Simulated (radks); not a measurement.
# Se²⁻ held by a Watson sphere

Aim: the size and levels of Se²⁻ inside a shell of charge +2.41 and radius R, which stands for the Madelung well of a crystal, for several R.

The numbers are computed with radks (a radial shooting solver on a logarithmic mesh, Libxc functionals) version 1 (scalar-relativistic Kohn-Sham, LDA (Slater exchange, Perdew-Wang correlation), spin-polarised, spherical densities, point nucleus), except any that are marked as measured or tabulated.

### 1 The atom as given

```
element       : selenium (Z = 34)
charge        : -2
electrons     : 36
configuration : [Kr]
```

The outer shells:

Se²⁻
```
[Ar] core
3d [↑↓][↑↓][↑↓][↑↓][↑↓]
4s [↑↓]
4p [↑↓][↑↓][↑↓]
```

### 2 R = 2.25 bohr

Settings of this run:

```text
Z 34
configuration [Kr]
relativity scalar-relativistic
functional lda,pw
spin polarised
nucleus point
c 137.035999084
watson charge 2.41 radius 2.25 bohr
response adiabatic LDA kernel
```

### 3 R = 2.83 bohr

Settings, as their differences from step 2:

```diff
@@ -7,3 +7,3 @@
 c 137.035999084
-watson charge 2.41 radius 2.25 bohr
+watson charge 2.41 radius 2.83 bohr
 response adiabatic LDA kernel
```

### 4 R = 2.9 bohr

Settings, as their differences from step 3:

```diff
@@ -7,3 +7,3 @@
 c 137.035999084
-watson charge 2.41 radius 2.83 bohr
+watson charge 2.41 radius 2.9 bohr
 response adiabatic LDA kernel
```

### 5 R = 3.99 bohr

Settings, as their differences from step 4:

```diff
@@ -7,3 +7,3 @@
 c 137.035999084
-watson charge 2.41 radius 2.9 bohr
+watson charge 2.41 radius 3.99 bohr
 response adiabatic LDA kernel
```

### 6 R = 4.6 bohr

Settings, as their differences from step 5:

```diff
@@ -7,3 +7,3 @@
 c 137.035999084
-watson charge 2.41 radius 3.99 bohr
+watson charge 2.41 radius 4.6 bohr
 response adiabatic LDA kernel
```

### 7 R = 4.65 bohr

Settings, as their differences from step 6:

```diff
@@ -7,3 +7,3 @@
 c 137.035999084
-watson charge 2.41 radius 4.6 bohr
+watson charge 2.41 radius 4.65 bohr
 response adiabatic LDA kernel
```

**Question.** What will these runs give? Wanted: for each run, R; highest level; its <r>; sum of <r²>; α.

**Answer**, as computed:

| R (bohr) | highest level (eV) | its <r> (bohr) | sum of <r²> (bohr²) | α (bohr³) |
| --- | --- | --- | --- | --- |
| 2.25 | -11.609 | 2.235 | 50.87 | 25.44 |
| 2.83 | -10.067 | 2.396 | 56.82 | 35.81 |
| 2.9 | -9.885 | 2.414 | 57.52 | 37.31 |
| 3.99 | -7.398 | 2.653 | 67.60 | 68.57 |
| 4.6 | -6.307 | 2.759 | 72.73 | 93.71 |
| 4.65 | -6.226 | 2.767 | 73.14 | 96.07 |

In words: From R = 2.25 to 4.65 bohr the top level moves from -11.609 to -6.226 eV and its mean radius from 2.24 to 2.77 bohr. A wider sphere makes a shallower well, so the ion swells. The polarisability goes from 25.4 to 96.1 bohr³. Response by self-consistent Sternheimer equations with the Hartree and adiabatic LDA kernel, the relativistic mass of each level held fixed and spin-orbit coupling left out. The sphere does not respond.
